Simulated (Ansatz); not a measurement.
# ScPb: the cost of one run

Computed with Ansatz 0.2.0 (DFT PBE, scalar-relativistic, plane waves, PAW, unless a step's input says otherwise).

1 further run of the same task is left out (set aside as unsound or not needed).

**1. The structure to begin with**

It takes space group P-6m2 (No. 187, hexagonal). Conventional cell: a = 3.502 Å, b = 3.502 Å, c = 4.837 Å, α = 90.00°, β = 90.00°, γ = 120.00°. Around Sc (site symmetry -6m2) lie 6 Pb at 3.15 Å and 6 Sc at 3.50 Å. Pb (site symmetry -6m2) has 6 Sc at 3.15 Å and 6 Pb at 3.50 Å as nearest neighbours.

As a file:

```
Sc Pb
1.0
     3.50162    0.00000    0.00000
    -1.75081    3.03249    0.00000
     0.00000    0.00000    4.83675
Sc Pb
1 1
Direct
  0.00000 0.00000 0.50000
  0.66667 0.33333 0.00000
```

The cell was made up by rule, so the compound may not exist in this form.

It is the result of an earlier relaxation at this level (volume 25.68 Å³/atom; gap on the mesh: none (metal)).

The cell was built by a swap of Bi by Sc in BiPb; it need not be the stable form of this composition.

**2. The clamped-ion tensor**

The input, input.yaml:

```yaml
crystal:
  lattice:
    - [3.5016157493, 0.0, 0.0]
    - [-1.7508078747, 3.0324881932, 0.0]
    - [0.0, 0.0, 4.8367451242]
  atoms:
    - { symbol: Sc, position: [0.0, 0.0, 0.5] }
    - { symbol: Pb, position: [0.6666666667, 0.3333333333, 0.0] }
basis:
  ecutwfc: 420
kpoints:
  mp_grid: { grid: [15, 15, 10] }
hamiltonian:
  xc: pbe
scf:
  occupations: { method: fermi_dirac, width: 0.15 }
output:
  forces: true
  stress: true
  eigenvalues: true
elastic:
  mode: clamped_ion
  amplitude: 0.005
```

What time and memory should one allow on 1 thread of an Arm CPU, shared host?

About 7 min, with a peak of 0.87 GiB.
